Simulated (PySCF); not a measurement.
# CH8AsB: the cost of one run

The runs use PySCF 2.14.0, with density-fitted response routines of our own; the level of theory stands in each step. All values are computed, except where a source is named. Atoms are numbered from 0 throughout.

## 1. Starting geometry

11 atoms, charge 0, multiplicity 1; geometry from: GFN2-xTB.

Bonds of the start (Å): C0–B1 1.62, B1–As2 2.18, C0–H3 1.09, C0–H4 1.09, C0–H5 1.09, B1–H6 1.19, B1–H7 1.19, As2–H8 1.49, As2–H9 1.49, As2–H10 1.49.

## 2. Optimising the geometry at PBE0-D3(BJ)/def2-SVP

What the job is given:

```
{"job": {"xc": "PBE0", "basis": "def2-SVP", "d3": "d3bj", "grid": 1, "kind": "geom"}, "charge": 0, "multiplicity": 1}
C     -1.452406     0.346460    -0.286646
B     -0.509960    -0.510408     0.707334
As     1.481865    -0.103954    -0.067189
H     -2.496429     0.269244     0.007754
H     -1.203235     1.410983    -0.282406
H     -1.390117     0.001943    -1.321894
H     -0.407962    -0.105528     1.821299
H     -0.584713    -1.693245     0.622240
H      1.810847    -0.317306    -1.503595
H      2.809853    -0.604178     0.392233
H      1.947682     1.308658    -0.115093
```

Started as:

```
$ OMP_NUM_THREADS=1 python probes_run.py task.json out
```

The driver reads the jobs from task.json and runs them one after another.

**Question.** How long does this first job take on 1 thread of Intel Xeon Platinum 8375C at 2.90GHz, shared host, and how much memory does it need?

About 31 s, with a peak of 0.42 GiB.
